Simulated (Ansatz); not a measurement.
From input file to script: K2CuBiCl6, space group Fm-3m in Ansatz 0.2.0.

```yaml
crystal:
  lattice:
    bravais: fcc
    a: 10.466214
  space_group: 225
  atoms:
    - { symbol: K, position: [0.25, 0.25, 0.75] }
    - { symbol: Cu, position: [0.5, 0.0, 0.0] }
    - { symbol: Bi, position: [0.0, 0.0, 0.0] }
    - { symbol: Cl, position: [0.260577, 0.0, 0.0] }
  reduce_to_primitive: true
basis:
  ecutwfc: 380.0
  ecutrho_ratio: 8
kpoints:
  mp_grid:
    grid: [4, 4, 4]
hamiltonian:
  xc: lda
scf:
  n_extra_bands: 6
  occupations:
    method: fixed
output:
  dos:
    de: 0.1
    projected: true
```

Script `k2cubicl6.py`:
```python
import sys
import warnings

import ansatz as az
import numpy as np

warnings.simplefilter("ignore", az.DeckWarning)

system = (
    az.Lattice.fcc(10.466214)
    .space_group(225)
    .atom("K", [0.25, 0.25, 0.75])
    .atom("Cu", [0.5, 0.0, 0.0])
    .atom("Bi", [0.0, 0.0, 0.0])
    .atom("Cl", [0.260577, 0.0, 0.0])
    .primitive()
)

calculation = (
    system.calculation()
    .kpoints(4, 4, 4)
    .scf(extra_bands=6)
    .occupations(az.OccupationsMethod.FIXED)
    .basis(380, density_ratio=8)
    .functional("LDA")
    .density_of_states(projected=True, energy_step=0.1)
)
try:
    outcome = calculation.run(threads=1)
except az.NonConvergedError as error:
    sys.exit(f"no convergence: {error}")
except az.RefusalError as error:
    sys.exit(f"input refused: {error}")
data = outcome.report

dos = outcome.density_of_states()
energy = np.asarray(dos.energies_ev) - dos.fermi_ev
curves = {}
for site in outcome.projected_density_of_states().sites:
    for shell in site.shells:
        weight = sum(np.sum(curve.g_bin_mean_per_ev, axis=0) for curve in shell.curves)
        name = f"{site.species} {shell.label}"
        curves[name] = curves.get(name, 0) + weight

step = energy[1] - energy[0]
windows = [(-8, -4), (-4, 0), (0, 4)]
print("states by shell in windows of E - E_F (eV):", windows)
for name, g in curves.items():
    print(f"{name:8s}", " ".join(f"{step * g[(energy >= a) & (energy < b)].sum():8.3f}" for a, b in windows))
filled = (energy < 0) & (energy > -8)
for name, g in curves.items():
    if g[filled].sum() * step > 0.5:
        print(f"centre of {name}: {np.average(energy[filled], weights=g[filled]):.2f} eV")
```

```console
$ python k2cubicl6.py
states by shell in windows of E - E_F (eV): [(-8, -4), (-4, 0), (0, 4)]
K 3S        0.000    0.001    0.001
K 4S        0.076    0.224    0.864
K 3P        0.006    0.018    0.003
Cu 3S       0.001    0.000    0.000
Cu 4S       0.296    0.067    0.300
Cu 3P       0.002    0.001    0.001
Cu 3D       0.287    9.486    0.146
Bi 6S       0.016    0.273    0.011
Bi 6P       1.270    0.399    3.487
Bi 5D       0.004    0.009    0.000
Cl 3S       0.097    0.176    0.329
Cl 3P       6.902   26.027    1.539
centre of Cu 3D: -1.33 eV
centre of Bi 6P: -4.34 eV
centre of Cl 3P: -3.34 eV
```

Reading the output:
- The settings weren't tested for convergence.
- The cutoff lies under the one recommended for these potentials.
- No spin polarisation was allowed.
- Spin-orbit coupling, left out here, can change this gap by several tenths of an eV, and inverted bands can meet off the mesh.
- Under fixed occupations the level called the Fermi level is the highest filled one on the SCF mesh; off the mesh a filled band can lie a little above it.
- The empty d shell of the heavier alkali and alkaline-earth atoms, which makes much of a conduction band, may have no channel.
- The crystal has a gap of about 0.86 eV on the mesh; bins of finite width blur the band edges.
- Without a Hubbard U or exact exchange, semilocal functionals often make such 3d compounds metallic or too weakly gapped.
- Spin-orbit coupling, which matters for elements this heavy, is left out.
- The structure comes from a database of computed cells and needn't be a stable or known phase.
- Curves are summed over the cell's atoms. Only shells that the potentials hold have channels, so projections don't add up to the total, least of all where a shell is missing (p of most metals); heights and places of peaks move with the mesh.
- The computed bands are complete only to about 4.7 eV above the Fermi level; beyond that the density of states is undercounted.
- A band centre counts only the states inside the window taken.
- The script silences the warnings on its input, which a real study should read.
- Timing: 8.4 s on 1 thread of Intel(R) Xeon(R) Platinum 8259CL CPU @ 2.50GHz (Skylake/Cascade Lake) (shared host), peak memory 0.72 GiB.

(Lines on the test bed's own set-up are left out of the output.)
